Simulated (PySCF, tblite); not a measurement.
**C4H7BF2O2+ (doublet): geometry, infrared bands and EPR parameters**

Wanted: the infrared bands and EPR parameters of C4H7BF2O2+ (doublet) (`COC(=[O+])CCB(F)F`), by calculation.

Programs: tblite 0.8.0 and PySCF 2.14.0, with density-fitted response routines of our own. Each step states its level of theory. These are calculated values for one molecule in the gas phase, unless marked as measured. Atoms are numbered from 0 throughout.

**1. The starting structure**

16 atoms, charge 1, multiplicity 2; geometry from: force field or distance geometry start.

Bonds of the start (Å): C0–O1 1.41, O1–C2 1.40, C2–O3 1.27, C2–C4 1.49, C4–C5 1.52, C5–B6 1.60, B6–F7 1.45, B6–F8 1.45, C0–H9 1.11, C0–H10 1.11, C0–H11 1.12, C4–H12 1.11, C4–H13 1.11, C5–H14 1.12, C5–H15 1.11.

**2. Geometry optimisation with GFN2-xTB**

Job settings and geometry (Å):

```
{"job": {"kind": "relax", "xc": "GFN2-xTB", "basis": "xTB"}, "charge": 1, "multiplicity": 2}
C     -2.760400     1.237000     0.398600
O     -1.366600     1.116300     0.227400
C     -0.776400     0.157400    -0.606900
O     -1.508200    -0.636200    -1.269000
C      0.703000     0.067000    -0.700400
C      1.246600    -0.854600     0.380500
B      2.839700    -0.962500     0.293000
F      3.665400     0.215200     0.479700
F      3.468500    -2.251800     0.071800
H     -3.247800     1.482100    -0.570200
H     -2.983000     2.057200     1.115400
H     -3.197000     0.290800     0.799800
H      0.978800    -0.317900    -1.702500
H      1.138400     1.087600    -0.599000
H      0.977600    -0.450300     1.387900
H      0.813900    -1.869300     0.282500
```

The run is started by

```bash
> OMP_NUM_THREADS=1 python probes_run.py task.json out
```

The driver reads the jobs from task.json and runs them one after another.

What it wrote:

```text
step      E/eV     max force
  0    -829.64658    5.577
  1    -830.58043    5.011
  2    -830.88828    2.988
  3    -831.00897    0.853
  4    -831.04152    0.481
  5    -831.07599    0.351
  6    -831.08605    0.345
  7    -831.09725    0.265
  8    -831.10606    0.325
  9    -831.11348    0.269
 10    -831.11897    0.276
 11    -831.12375    0.156
 12    -831.12650    0.144
 13    -831.12842    0.116
 14    -831.13006    0.107
 15    -831.13184    0.145
 16    -831.13365    0.149
 17    -831.13501    0.093
 18    -831.13588    0.067
 19    -831.13655    0.057
 20    -831.13713    0.073
 21    -831.13771    0.073
 22    -831.13836    0.098
 23    -831.13908    0.089
 24    -831.13972    0.063
 25    -831.14010    0.050
 26    -831.14032    0.043
 27    -831.14052    0.040
 28    -831.14078    0.049
 29    -831.14106    0.057
 30    -831.14132    0.040
 31    -831.14157    0.037
 32    -831.14185    0.042
 33    -831.14220    0.058
 34    -831.14260    0.056
 35    -831.14304    0.048
 36    -831.14359    0.057
 37    -831.14443    0.081
 38    -831.14578    0.137
 39    -831.14766    0.165
 40    -831.14987    0.133
 41    -831.15192    0.115
 42    -831.15321    0.099
 43    -831.15396    0.080
 44    -831.15436    0.155
 45    -831.15520    0.057
 46    -831.15584    0.058
 47    -831.15657    0.078
 48    -831.15697    0.057
 49    -831.15722    0.037
 50    -831.15741    0.032
 51    -831.15758    0.034
 52    -831.15773    0.037
 53    -831.15786    0.033
 54    -831.15800    0.029
 55    -831.15815    0.029
 56    -831.15835    0.032
 57    -831.15854    0.035
 58    -831.15870    0.035
 59    -831.15884    0.036
 60    -831.15901    0.032
 61    -831.15922    0.041
 62    -831.15943    0.054
 63    -831.15965    0.048
 64    -831.15986    0.036
 65    -831.16006    0.027
 66    -831.16015    0.025
 67    -831.16034    0.035
 68    -831.16059    0.044
 69    -831.16099    0.057
 70    -831.16140    0.057
 71    -831.16171    0.043
 72    -831.16197    0.047
 73    -831.16223    0.070
 74    -831.16259    0.080
 75    -831.16310    0.070
 76    -831.16379    0.083
 77    -831.16410    0.051
 78    -831.16451    0.073
 79    -831.16494    0.056
 80    -831.16525    0.104
 81    -831.16555    0.046
 82    -831.16575    0.041
 83    -831.16612    0.043
 84    -831.16635    0.066
 85    -831.16676    0.049
 86    -831.16719    0.088
 87    -831.16761    0.098
 88    -831.16780    0.134
 89    -831.16821    0.184
 90    -831.16892    0.035
 91    -831.16932    0.041
 92    -831.16771    0.499
 93    -831.17041    0.053
 94    -831.17083    0.033
 95    -831.16243    0.809
 96    -831.17118    0.025
 97    -831.17143    0.022
 98    -831.17026    0.412
 99    -831.17195    0.028
100    -831.17219    0.050
101    -831.17239    0.205
102    -831.17268    0.088
103    -831.17291    0.065
104    -831.17425    0.035
105    -831.17451    0.195
106    -831.17514    0.032
107    -831.17527    0.054
108    -831.17536    0.028
109    -831.17544    0.019
110    -831.17555    0.033
111    -831.17560    0.040
112    -831.17563    0.030
113    -831.17568    0.029
114    -831.17574    0.035
115    -831.17580    0.034
116    -831.17584    0.029
117    -831.17587    0.023
118    -831.17591    0.018
119    -831.17596    0.019
120    -831.17604    0.023
121    -831.17613    0.021
122    -831.17621    0.024
123    -831.17628    0.037
124    -831.17634    0.032
125    -831.17640    0.051
126    -831.17647    0.037
127    -831.17655    0.023
128    -831.17657    0.021
129    -831.17662    0.017
130    -831.17664    0.014
131    -831.17666    0.013
132    -831.17668    0.014
133    -831.17671    0.019
134    -831.17676    0.031
135    -831.17683    0.031
136    -831.17692    0.028
137    -831.17703    0.026
138    -831.17718    0.026
139    -831.17626    0.247
140    -831.17730    0.045
141    -831.17735    0.022
142    -831.17743    0.018
143    -831.17746    0.016
144    -831.17749    0.009
```

Run time: 0.93 s. Hardware: 1 thread of AMD EPYC 7B13, shared host.

Step by step: (not every step is listed)

```
step  energy from step 0 (eV)  largest force (eV/Å)
   0                   0.0000                5.5771
   1                  -0.9339                5.0110
   2                  -1.2417                2.9879
   3                  -1.3624                0.8528
   4                  -1.3949                0.4814
   5                  -1.4294                0.3509
   6                  -1.4395                0.3446
   7                  -1.4507                0.2647
   8                  -1.4595                0.3252
  21                  -1.4911                0.0733
  34                  -1.4960                0.0564
  47                  -1.5100                0.0780
  60                  -1.5124                0.0318
  73                  -1.5157                0.0701
  86                  -1.5206                0.0883
  99                  -1.5254                0.0280
 112                  -1.5290                0.0297
 125                  -1.5298                0.0508
 138                  -1.5306                0.0265
 139                  -1.5297                0.2470
 140                  -1.5307                0.0452
 141                  -1.5308                0.0221
 142                  -1.5308                0.0178
 143                  -1.5309                0.0160
 144                  -1.5309                0.0093
```

Close pairs (by a distance rule), those that changed most:

```
 bond  before (Å)  after (Å)  change (Å)
B6–F8       1.451      1.290      -0.161
B6–F7       1.450      1.292      -0.159
O1–C2       1.401      1.284      -0.117
C2–C4       1.485      1.599      +0.114
C2–O3       1.266      1.188      -0.078
C5–B6       1.599      1.640      +0.041
C0–O1       1.409      1.441      +0.031
C4–C5       1.521      1.491      -0.030
```

The end geometry stands in the next job.

**3. Infrared spectrum with GFN2-xTB**

Job settings and geometry (Å):

```
{"job": {"kind": "ir", "xc": "GFN2-xTB", "basis": "xTB"}, "charge": 1, "multiplicity": 2}
C     -2.696028     1.176071     0.447272
O     -1.281975     0.958195     0.278037
C     -0.893577     0.142398    -0.634771
O     -1.489217    -0.575222    -1.371086
C      0.703507     0.139955    -0.714067
C      1.204489    -0.841835     0.290377
B      2.840717    -0.942898     0.331470
F      3.571020    -0.377960    -0.571799
F      3.387661    -1.611711     1.289437
H     -3.072899     1.829194    -0.341433
H     -2.791911     1.672048     1.412571
H     -3.238541     0.230204     0.431274
H      0.963543    -0.129943    -1.738289
H      0.989779     1.169132    -0.486694
H      0.893501    -0.599869     1.310586
H      0.902333    -1.869767     0.055704
```

What it wrote:

```text
mode    cm-1     km/mol
  1      18.7      0.70
  2      26.7      0.79
  3      70.0      3.72
  4      79.4      4.17
  5      96.7      2.96
  6     157.1      6.07
  7     190.2      8.77
  8     233.8     13.64
  9     320.2      3.69
 10     351.1     16.26
 11     409.8     39.33
 12     441.6     72.91
 13     596.9     15.11
 14     659.4     20.87
 15     715.1     43.75
 16     737.4     87.94
 17     779.1     29.13
 18     837.4     14.50
 19     957.4      8.77
 20    1045.4     10.47
 21    1051.5      4.56
 22    1083.6     31.09
 23    1101.9    116.16
 24    1138.3     53.26
 25    1162.3    422.39
 26    1179.2      3.77
 27    1195.4    420.91
 28    1233.1     10.70
 29    1362.5     17.46
 30    1374.4    132.41
 31    1386.5     13.64
 32    1401.0     12.55
 33    1416.6     25.60
 34    1435.6    362.67
 35    1789.4    274.15
 36    2926.2     10.84
 37    2965.6      3.22
 38    2974.0     21.07
 39    3000.0     37.26
 40    3005.6     31.50
 41    3009.7      4.40
 42    3025.4     45.61
```

It took 0.52 s on 1 thread of AMD EPYC 7B13, shared host.

Which atoms move in the most intense modes:

```csv
cm⁻¹,km/mol,atoms
442,72.9,"F8 25 %, F7 24 %, B6 22 %, C5 18 %"
737,87.9,"H14 27 %, H15 19 %, C5 18 %, B6 12 %"
1102,116.2,"H10 20 %, C5 15 %, C4 14 %, C0 12 %"
1162,422.4,"H14 30 %, H15 28 %, C5 19 %"
1195,420.9,"B6 46 %, F8 16 %, F7 13 %"
1374,132.4,"H9 36 %, H10 35 %, H11 17 %"
1436,362.7,"B6 70 %, F8 13 %, F7 12 %"
1789,274.1,"C2 62 %, O3 36 %"
```

**4. g tensor and hyperfine couplings: B3LYP/pcH-1**

Settings changed since step 3:

```diff
@@ -1,2 +1,2 @@
-{"job": {"kind": "ir", "xc": "GFN2-xTB", "basis": "xTB"}, "charge": 1, "multiplicity": 2}
+{"job": {"kind": "epr", "basis": "pcH-1"}, "charge": 1, "multiplicity": 2}
 C     -2.696028     1.176071     0.447272
```

Method: UKS B3LYP, pcH-1 on B C F H O, non-relativistic, mean-field spin-orbit, GIAO.

What it wrote:

```text
UKS, coarse grid
  cycle   1  E = -531.22528560  |g| = 7.66e-01
  cycle   2  E = -530.53744721  |g| = 1.57e+00
  cycle   3  E = -531.37272962  |g| = 3.94e-01
  cycle   4  E = -531.42994456  |g| = 1.49e-01
  cycle   5  E = -531.43844380  |g| = 4.07e-02
  cycle   6  E = -531.43896190  |g| = 2.64e-02
  cycle   7  E = -531.43925997  |g| = 1.12e-02
  cycle   8  E = -531.43931432  |g| = 5.33e-03
  cycle   9  E = -531.43933056  |g| = 9.98e-04
  cycle  10  E = -531.43933166  |g| = 6.55e-04
UKS, final grid
  cycle   1  E = -531.43933605  |g| = 1.23e-03
  cycle   2  E = -531.43933247  |g| = 3.27e-03
  cycle   3  E = -531.43933663  |g| = 5.01e-04
  cycle   4  E = -531.43933673  |g| = 1.02e-04
  cycle   5  E = -531.43933674  |g| = 7.00e-05
  cycle   6  E = -531.43933675  |g| = 2.47e-05
  cycle   7  E = -531.43933675  |g| = 6.72e-06
E = -531.43933675 Eh   <S^2> = 0.7545 (exact 0.7500)
g shifts (ppm)      1          2          3
  rmc          -275       -275       -275
  gc              5         31         45
  oz_so         332       3009       4956
  total          62       2766       4725
hyperfine (MHz)  atom isotope    a_iso     a_fc   dipolar eigenvalues
    0   13C      -1.60      -1.60     -2.19     -1.29      3.48
    1   17O     -26.70     -26.70    -20.68      8.35     12.33
    2   13C      20.56      20.56    -15.15     -6.00     21.15
    3   17O     -31.98     -31.98   -169.12     79.52     89.59
    4   13C       0.20       0.20    -20.88    -20.34     41.22
    5   13C      -7.61      -7.61    -13.01    -12.38     25.38
    6   11B      78.56      78.56     -6.35     -6.18     12.52
    7   19F       3.59       3.59    -27.11    -23.15     50.25
    8   19F      29.37      29.37    -54.24    -51.41    105.65
    9    1H      -2.10      -2.10     -2.09     -1.44      3.54
   10    1H       3.79       3.79     -2.08     -0.55      2.63
   11    1H       1.57       1.57     -3.64     -1.48      5.12
   12    1H     -12.38     -12.38    -10.23     -0.25     10.48
   13    1H      75.65      75.65    -10.01     -3.86     13.87
   14    1H       8.08       8.08     -6.23     -1.55      7.78
   15    1H      35.15      35.15     -6.87     -1.23      8.10
```

Run time: 71 s. Hardware: 1 thread of AMD EPYC 7B13, shared host; peak memory 1.1 GiB.

Principal g values 2.00238, 2.00509, 2.00704; g(iso) = 2.00484, against 2.00232 for a free electron.

Mean a(iso) over the nuclei that a row names, and the largest dipolar term of the row (other rows stand at the frozen geometry):

| nuclei | isotope | a(iso) (MHz) | a(iso) (G, at g = 2.0023) | largest dipolar term (MHz) |
| --- | --- | --- | --- | --- |
| B6 | 11B | 78.6 | 28.0 | 12.5 |
| O3 | 17O | -32.0 | -11.4 | -169.1 |
| H12, H13 | 1H | 31.6 | 11.3 | 13.9 |
| O1 | 17O | -26.7 | -9.5 | -20.7 |
| H14, H15 | 1H | 21.6 | 7.7 | 8.1 |
| C2 | 13C | 20.6 | 7.3 | 21.2 |
| F7, F8 | 19F | 16.5 | 5.9 | 105.7 |
| C5 | 13C | -7.6 | -2.7 | 25.4 |
| C0 | 13C | -1.6 | -0.6 | 3.5 |
| H9, H10, H11 | 1H | 1.1 | 0.4 | 5.1 |
| C4 | 13C | 0.2 | 0.1 | 41.2 |

Mulliken spin populations:

C0 0.02; O1 0.03; C2 0.01; O3 0.55; C4 0.15; C5 0.09; B6 0.07; F7 0.01; F8 0.02; H9 0.00; H10 0.00; H11 0.00; H12 0.00; H13 0.03; H14 0.00; H15 0.01

In first order the couplings over 0.8 MHz of 11B, 1H, 19F give 432 distinct lines over 135.0 G, if the averaged nuclei exchange fast; the same motion can average rows kept apart here too.

Orbitals, density, ELF and potential are computed afterwards from the orbital file.

ELF in a plane through or near 8 of the atoms.

Values, 10 rows by 14 columns:
```
0.00 0.00 0.00 0.00 0.00 0.00 0.00 0.00 0.00 0.00 0.00 0.00 0.00 0.00
0.00 0.00 0.00 0.00 0.00 0.00 0.00 0.00 0.00 0.00 0.00 0.00 0.00 0.00
0.00 0.00 0.11 0.35 0.02 0.16 0.53 0.01 0.00 0.01 0.07 0.01 0.00 0.00
0.00 0.04 0.81 0.52 0.13 0.84 1.00 0.02 0.24 0.05 0.66 0.24 0.00 0.00
0.00 0.02 0.46 0.69 0.47 0.53 0.65 0.03 0.82 0.53 0.17 0.15 0.00 0.00
0.00 0.00 0.09 0.57 0.46 0.68 0.74 0.74 0.82 0.48 0.76 0.79 0.06 0.00
0.00 0.00 0.31 0.66 0.08 0.38 0.55 0.77 0.49 0.04 0.55 0.92 0.05 0.00
0.00 0.00 0.02 0.14 0.00 0.96 0.99 0.06 0.14 0.02 0.01 0.03 0.00 0.00
0.00 0.00 0.00 0.00 0.00 0.14 0.36 0.00 0.00 0.00 0.00 0.00 0.00 0.00
0.00 0.00 0.00 0.00 0.00 0.00 0.00 0.00 0.00 0.00 0.00 0.00 0.00 0.00
```
The map spans 12.7 Å across and 8.7 Å up, centred on the molecule. Atoms in the plane (x, y in Å): C0 (2.9, 0.4), C2 (0.9, -0.6), C4 (-0.6, -0.8), C5 (-1.4, 0.4), B6 (-3.0, 0.3), F8 (-3.7, 1.4), H12 (-1.0, -1.7), H14 (-1.0, 1.3).

On the surface of density 0.002 e/bohr³ the electrostatic potential runs, from the 1st to the 99th percentile, from 2.48 V near F8 to 6.28 V near C2.

The spin density lies nearest to O3 48 %; C4 13 %; C2, C5 about 8 % each.

**5. What came out**

```
                                 quantity                  value
strongest single infrared mode (GFN2-xTB)  1162 cm⁻¹, 422 km/mol
             zero-point energy (GFN2-xTB)          70.0 kcal/mol
                           g(iso) (B3LYP)                2.00484
                                     ⟨S²⟩     0.755 (exact 0.75)
       largest a(iso) (averaged by class)    11B on B6, 78.6 MHz
```

What this shows: Over 144 steps the energy fell by 1.531 eV; of the close pairs, B6–F8 changed most, 1.451 to 1.290 Å. No mode is imaginary among the 42: a minimum at this level. The strongest single mode, at 1162 cm⁻¹, is carried by H14, H15, C5. GFN2-xTB is a fitted tight-binding method: band positions and strengths are rough. Its intensities can rank the bands wrongly. The largest share of the spin, 0.55 e, sits on O3. The isotropic g lies 2.5 ppt above the free-electron value. These values are for one conformer; the search (at its own cheap level) found 2 more, at 0.17, 0.52 kcal/mol, and measured spectra average over such forms.
